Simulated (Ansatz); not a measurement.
# C₉H₁₄FHfNO: how energies converge with the basis set

The task here is to estimate one member of a computed series from the others.

Method: one geometry, several basis sets; program: Ansatz 0.2.0, Gaussian basis.

The runs, in order: PBE0-D4/def2-SVP; ωB97M-V/def2-SVP; PBE0-D4/def2-QZVPP; ωB97M-V/def2-QZVPP; the functionals' def2-TZVPP values are taken from earlier runs.

1 further run of the same task is left out (for a known fault of the program).

**The geometry**

The geometry comes from an earlier relaxation with PBE0-D4 in a triple-zeta def2 set; it is a stationary point, not always the lowest conformer. Hf takes the def2 core potential; no spin-orbit term is included.

27 atoms, charge 0, spin multiplicity 1.

Atoms are counted from 1 here; the program's logs count them from 0.

Bond lengths: C1–O2 1.389 Å, C1–H14 1.095 Å, C1–H15 1.095 Å, C1–H16 1.095 Å, O2–Hf3 1.914 Å, Hf3–F4 1.928 Å, Hf3–C5 2.233 Å, Hf3–N11 2.022 Å, C5–C6 1.401 Å, C5–C10 1.401 Å, C6–C7 1.388 Å, C6–H17 1.087 Å, C7–C8 1.387 Å, C7–H18 1.085 Å, C8–C9 1.388 Å, C8–H19 1.084 Å, C9–C10 1.387 Å, C9–H20 1.085 Å and more. Angles: O2–C1–H14 111.0°, O2–C1–H15 110.5°, O2–C1–H16 110.3°, H14–C1–H15 108.3°, H14–C1–H16 108.4°, H15–C1–H16 108.2°, C1–O2–Hf3 173.0°, O2–Hf3–F4 118.7°, O2–Hf3–C5 105.7°, O2–Hf3–N11 110.2°, F4–Hf3–C5 107.5°, F4–Hf3–N11 109.7°, C5–Hf3–N11 104.0°, Hf3–C5–C6 122.0°, Hf3–C5–C10 121.3°, C6–C5–C10 116.7°, C5–C6–C7 121.9°, C5–C6–H17 119.9° and more.

Geometry (Å):

```xyz
27

C    -2.6495   -2.6048   -0.9054
O    -1.5235   -1.7916   -0.9439
Hf   -0.0178   -0.6440   -1.2231
F     0.4186   -0.1115   -3.0240
C    -0.4508    1.2126   -0.0604
C    -1.7343    1.5046    0.4192
C    -2.0098    2.6774    1.1094
C    -0.9989    3.5986    1.3382
C     0.2839    3.3405    0.8761
C     0.5470    2.1636    0.1905
N     1.6208   -1.4132   -0.3231
C     1.6723   -2.4185    0.7084
C     2.9266   -0.9013   -0.6689
H    -3.0725   -2.7368   -1.9066
H    -2.3954   -3.5920   -0.5055
H    -3.4172   -2.1620   -0.2621
H    -2.5470    0.8007    0.2568
H    -3.0141    2.8736    1.4701
H    -1.2094    4.5163    1.8762
H     1.0788    4.0573    1.0533
H     1.5653    1.9907   -0.1524
H     0.6700   -2.7866    0.9412
H     2.2839   -3.2801    0.4035
H     2.1053   -2.0200    1.6368
H     2.8612   -0.1614   -1.4748
H     3.5968   -1.6992   -1.0190
H     3.4096   -0.4130    0.1896
```

The first run:

Contents of in.yaml:

```yaml
crystal:
  periodic: [false, false, false]
  atoms:
    - {symbol: C, position_ang: [-2.649468, -2.604757, -0.905355]}
    - {symbol: O, position_ang: [-1.523490, -1.791566, -0.943884]}
    - {symbol: Hf, position_ang: [-0.017801, -0.644038, -1.223139]}
    - {symbol: F, position_ang: [0.418576, -0.111542, -3.024038]}
    - {symbol: C, position_ang: [-0.450806, 1.212636, -0.060442]}
    - {symbol: C, position_ang: [-1.734261, 1.504615, 0.419229]}
    - {symbol: C, position_ang: [-2.009800, 2.677362, 1.109430]}
    - {symbol: C, position_ang: [-0.998860, 3.598595, 1.338178]}
    - {symbol: C, position_ang: [0.283874, 3.340531, 0.876097]}
    - {symbol: C, position_ang: [0.547040, 2.163602, 0.190462]}
    - {symbol: N, position_ang: [1.620783, -1.413241, -0.323077]}
    - {symbol: C, position_ang: [1.672298, -2.418477, 0.708353]}
    - {symbol: C, position_ang: [2.926595, -0.901333, -0.668883]}
    - {symbol: H, position_ang: [-3.072545, -2.736833, -1.906595]}
    - {symbol: H, position_ang: [-2.395431, -3.592041, -0.505483]}
    - {symbol: H, position_ang: [-3.417183, -2.161967, -0.262074]}
    - {symbol: H, position_ang: [-2.547006, 0.800713, 0.256761]}
    - {symbol: H, position_ang: [-3.014063, 2.873631, 1.470067]}
    - {symbol: H, position_ang: [-1.209408, 4.516322, 1.876213]}
    - {symbol: H, position_ang: [1.078787, 4.057252, 1.053316]}
    - {symbol: H, position_ang: [1.565327, 1.990742, -0.152408]}
    - {symbol: H, position_ang: [0.670032, -2.786629, 0.941162]}
    - {symbol: H, position_ang: [2.283886, -3.280066, 0.403532]}
    - {symbol: H, position_ang: [2.105252, -2.019967, 1.636781]}
    - {symbol: H, position_ang: [2.861228, -0.161372, -1.474814]}
    - {symbol: H, position_ang: [3.596805, -1.699201, -1.019032]}
    - {symbol: H, position_ang: [3.409626, -0.412971, 0.189625]}
basis:
  gaussian: {orbitals: def2-SVP}
hamiltonian: {xc: pbe0, dispersion: d4}
output: {orbitals: {seedname: orbitals}}
```

Run with:

```sh
$ ansatz run in.yaml --threads 11 --pin off --events-out ev --progress --plain --max-ram 174080MiB --backend cpu
```

Among the steps run: PBE0-D4 in def2-SVP; ωB97M-V in def2-SVP; PBE0-D4 in def2-QZVPP; ωB97M-V in def2-QZVPP.

One of the session's tables, all rows but one given; the rest of the session is left out.

It belongs to the step «Density functionals: the series». 

```
functional       basis  HOMO (eV)
   PBE0-D4    def2-SVP      -6.40
   PBE0-D4  def2-TZVPP      -6.45
   PBE0-D4  def2-QZVPP      -6.47
   ωB97M-V    def2-SVP      -8.61
   ωB97M-V  def2-TZVPP      -8.66
   ωB97M-V  def2-QZVPP          ?
```

**Question.** Estimate the row for ωB97M-V, def2-QZVPP.

As computed: HOMO (eV): -8.68. In the column «HOMO (eV)» it is the lowest.
